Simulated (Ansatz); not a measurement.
## As, space group Pm-3m: relaxations under a series of pressures, step by step

Computed with Ansatz 0.2.0, Python API.

Run as a notebook:

**Cell 1**
```python
import ansatz as az
import numpy as np
import pandas as pd

def edges_and_angles(cell):
    cell = np.asarray(cell)
    a, b, c = np.linalg.norm(cell, axis=1)
    cosines = cell[1] @ cell[2] / (b * c), cell[0] @ cell[2] / (a * c), cell[0] @ cell[1] / (a * b)
    return (a, b, c, *np.degrees(np.arccos(cosines)))

system = (
    az.Lattice.of((2.703682, 0.0, 0.0), (0.0, 2.703682, 0.0), (0.0, 0.0, 2.703682))
    .atom('As', (0.5, 0.5, 0.5))
)

[site.symbol for site in system.resolved().sites]
```
Output:
```text
['As']
```

**Cell 2**
```python
job = system.calculation()
job = job.functional('pbesol').pseudopotentials('paw')
job = job.basis(550)
job = job.kpoints(10, center='gamma')
job = job.occupations(az.OccupationsMethod.FERMI_DIRAC)

rows = []
for pressure in [0, 2, 4, 6, 8]:
    result = job.relax(cell=True, pressure=pressure, force_tolerance=0.02).run()
    cell = result.lattice.cell_ang
    n_atoms = len(result.lattice.sites)
    volume = abs(np.linalg.det(cell)) / n_atoms
    enthalpy = result.report['free_energy_ev'] / n_atoms + pressure * volume / 160.21766
    rows.append((pressure, volume, enthalpy, *edges_and_angles(cell)))
    print(f'{pressure} GPa done: {volume:.4f} A^3/atom')
```
Output:
```text
0 GPa done: 19.4197 A^3/atom
2 GPa done: 19.0149 A^3/atom
4 GPa done: 18.6581 A^3/atom
6 GPa done: 18.3290 A^3/atom
8 GPa done: 18.0315 A^3/atom
```

**Cell 3**
```python
table = pd.DataFrame(rows, columns=['P_GPa', 'V_A3_atom', 'H_eV_atom', 'a', 'b', 'c', 'alpha', 'beta', 'gamma'])
print(table.round(4).to_string(index=False))
p, v = np.array([row[0] for row in rows], float), np.array([row[1] for row in rows])
print('mean bulk modulus between rows (GPa):', np.round(-np.diff(p) / np.diff(np.log(v)), 1))
```
Output:
```text
 P_GPa  V_A3_atom  H_eV_atom      a      b      c  alpha  beta  gamma
     0    19.4197 -4812.9646 2.6879 2.6879 2.6879   90.0  90.0   90.0
     2    19.0149 -4812.7248 2.6691 2.6691 2.6691   90.0  90.0   90.0
     4    18.6581 -4812.4898 2.6523 2.6523 2.6523   90.0  90.0   90.0
     6    18.3290 -4812.2590 2.6366 2.6366 2.6366   90.0  90.0   90.0
     8    18.0315 -4812.0320 2.6223 2.6223 2.6223   90.0  90.0   90.0
mean bulk modulus between rows (GPa): [ 94.9 105.6 112.4 122.2]
```

The volume falls from 19.42 Å³ an atom at 0 GPa to 18.03 at 8 GPa, by 7.1 %. Between 0 and 2 GPa, -V dP/dV is about 95 GPa, a mean over that step.

Notes:
- Absolute energies stand on the zero of these potentials, so only differences at equal settings mean something.
- At a fixed pressure a relaxation lowers the enthalpy F + PV, while F alone can rise.
- The mesh is modest for a metal, so energies can be off by several to tens of meV an atom and pressures by half a GPa or more; differences at equal mesh fare better.
- This isn't the structure that As takes at ambient conditions.
- Symmetry holds the cell in this phase, whether or not it is the stable one at each pressure.
- Wall time of the script: 21 s on 1 thread of Intel(R) Xeon(R) Processor @ 2.30GHz, with other jobs on the host, peak memory 0.54 GiB.
